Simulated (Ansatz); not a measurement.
# Al started on a Sn site and H started at a bond centre in zincblende SnC, 17 atoms, charge 0

Aim: a base single point, then the same cell under other settings, to see what each one moves.

All numbers are computed with Ansatz 0.2.0 (PAW, plane waves).

### 1 The starting cell

17 atoms (7 Sn, 8 C, 1 Al, 1 H); a = 10.068 Å, b = 5.034 Å, c = 5.034 Å, α = 90.00°, β = 90.00°, γ = 90.00°. All atoms were shaken off their sites by about 0.10 Å along each axis. Defect site 1: (0.500, 0.500, 0.500). Defect site 2: (0.562, 0.375, 0.375).

Structure file:

```cif
data_structure
_symmetry_space_group_name_H-M 'P 1'
_symmetry_Int_Tables_number 1
_cell_length_a 10.0680
_cell_length_b 5.0340
_cell_length_c 5.0340
_cell_angle_alpha 90.000
_cell_angle_beta 90.000
_cell_angle_gamma 90.000
_cell_volume 255.13
loop_
_atom_site_label
_atom_site_type_symbol
_atom_site_fract_x
_atom_site_fract_y
_atom_site_fract_z
_atom_site_occupancy
Sn1 Sn 0.00366 0.00314 0.00077 1
Sn2 Sn 0.49189 0.98723 0.97177 1
Sn3 Sn 0.25507 0.46707 0.00795 1
Sn4 Sn 0.75096 0.50558 0.99725 1
Sn5 Sn 0.25629 0.03421 0.50539 1
Sn6 Sn 0.74004 0.98896 0.51271 1
Sn7 Sn 0.98176 0.52248 0.52460 1
C1 C 0.11657 0.27201 0.26182 1
C2 C 0.62894 0.23712 0.23426 1
C3 C 0.37504 0.74707 0.24612 1
C4 C 0.89916 0.74168 0.24518 1
C5 C 0.37348 0.25176 0.74050 1
C6 C 0.87444 0.24705 0.73995 1
C7 C 0.11944 0.77210 0.77132 1
C8 C 0.62097 0.76217 0.74414 1
Al1 Al 0.49487 0.49742 0.50605 1
H1 H 0.57073 0.40497 0.39040 1
```

### 2 Single point with PBEsol

in.yaml

```yaml
crystal:
  lattice:
    - [10.067962, 0.000000, 0.000000]
    - [0.000000, 5.033981, 0.000000]
    - [0.000000, 0.000000, 5.033981]
  atoms:
    - { symbol: Sn, position: [0.003662, 0.003140, 0.000774] }
    - { symbol: Sn, position: [0.491885, 0.987235, 0.971772] }
    - { symbol: Sn, position: [0.255066, 0.467073, 0.007945] }
    - { symbol: Sn, position: [0.750964, 0.505577, 0.997248] }
    - { symbol: Sn, position: [0.256295, 0.034207, 0.505394] }
    - { symbol: Sn, position: [0.740036, 0.988960, 0.512713] }
    - { symbol: Sn, position: [0.981756, 0.522481, 0.524604] }
    - { symbol: C, position: [0.116570, 0.272013, 0.261819] }
    - { symbol: C, position: [0.628941, 0.237121, 0.234256] }
    - { symbol: C, position: [0.375035, 0.747067, 0.246117] }
    - { symbol: C, position: [0.899164, 0.741681, 0.245175] }
    - { symbol: C, position: [0.373482, 0.251763, 0.740503] }
    - { symbol: C, position: [0.874436, 0.247048, 0.739953] }
    - { symbol: C, position: [0.119436, 0.772098, 0.771323] }
    - { symbol: C, position: [0.620968, 0.762169, 0.744141] }
    - { symbol: Al, position: [0.494866, 0.497420, 0.506051] }
    - { symbol: H, position: [0.570733, 0.404971, 0.390404] }
kpoints:
  mp_grid: { grid: [2, 2, 2], shift: [0.5, 0.5, 0.5] }
hamiltonian:
  xc: pbesol
scf:
  occupations: { method: fermi_dirac, width: 0.01 }
output:
  forces: true
  eigenvalues: true
  stress: true
  populations: true
```

Run with:

```
ansatz run in.yaml --threads 8 --pin off --max-ram 13300MiB --runs-dir r --events-out ev --progress --plain
```

### 3 Variant: smearing width 2.0 eV, xc grid 2

Changes to in.yaml since step 2:

```diff
@@ -25,2 +25,3 @@
   mp_grid: { grid: [2, 2, 2], shift: [0.5, 0.5, 0.5] }
+basis: { xc_grid: 2 }
 hamiltonian:
@@ -28,3 +29,4 @@
 scf:
-  occupations: { method: fermi_dirac, width: 0.01 }
+  occupations: { method: fermi_dirac, width: 2 }
+  max_iter: 100
 output:
@@ -33,2 +35 @@
   stress: true
-  populations: true
```

### 4 Run again with smearing width 0.1 eV, mixing beta 1.0

Changes to in.yaml since step 3:

```diff
@@ -25,3 +25,2 @@
   mp_grid: { grid: [2, 2, 2], shift: [0.5, 0.5, 0.5] }
-basis: { xc_grid: 2 }
 hamiltonian:
@@ -29,4 +28,5 @@
 scf:
-  occupations: { method: fermi_dirac, width: 2 }
-  max_iter: 100
+  occupations: { method: fermi_dirac, width: 0.1 }
+  max_iter: 70
+  mixing: { beta: 1 }
 output:
```

### 5 Variant: cutoff 120 eV

Changes to in.yaml since step 4:

```diff
@@ -25,2 +25,3 @@
   mp_grid: { grid: [2, 2, 2], shift: [0.5, 0.5, 0.5] }
+basis: { ecutwfc: 120 }
 hamiltonian:
@@ -28,5 +29,4 @@
 scf:
-  occupations: { method: fermi_dirac, width: 0.1 }
+  occupations: { method: fermi_dirac, width: 0.01 }
   max_iter: 70
-  mixing: { beta: 1 }
 output:
```

### 6 Run again with dispersion D3(BJ)

Changes to in.yaml since step 5:

```diff
@@ -25,5 +25,5 @@
   mp_grid: { grid: [2, 2, 2], shift: [0.5, 0.5, 0.5] }
-basis: { ecutwfc: 120 }
 hamiltonian:
   xc: pbesol
+  dispersion: d3bj
 scf:
```

### 7 Changed settings: density threshold 0.01 eV, at most 4 cycles

Changes to in.yaml since step 6:

```diff
@@ -27,6 +27,6 @@
   xc: pbesol
-  dispersion: d3bj
 scf:
   occupations: { method: fermi_dirac, width: 0.01 }
-  max_iter: 70
+  max_iter: 4
+  convergence: { dr2_threshold: 1e-02 }
 output:
```

**Question.** What will these runs give? Wanted: for each run, settings; status; energy from base; forces from base.

**Answer**, as computed:

| settings | status | cycles | time | energy from base (meV/atom) | forces from base (eV/Å rms) | filled to empty level on the mesh (eV) |
| --- | --- | --- | --- | --- | --- | --- |
| base | converged | 7 | 3.2 s (8 CPU threads) | 0 | 0 | 1.73 |
| smearing width 2.0 eV, xc grid 2 | converged, settings too loose | 9 | 5.4 s (8 CPU threads) | +363.6 | 0.688 | - |
| smearing width 0.1 eV, mixing beta 1.0 | converged | 9 | 2.7 s (8 CPU threads) | 0.0 | 0.000 | 1.73 |
| cutoff 120 eV | converged, settings too loose | 10 | 1.2 s (8 CPU threads) | +53084.9 | 1.517 | 0.59 |
| dispersion D3(BJ) | converged | 7 | 2.4 s (8 CPU threads) | - | 0.007 | 1.73 |
| density threshold 0.01 eV, at most 4 cycles | converged, settings too loose | 4 | 3.3 s (8 CPU threads) | 0.0 | 0.001 | 1.73 |

**Reading.** Among these variants the forces move most with cutoff 120 eV (1.517 eV/Å rms) and least with smearing width 0.1 eV, mixing beta 1.0 (0.000).
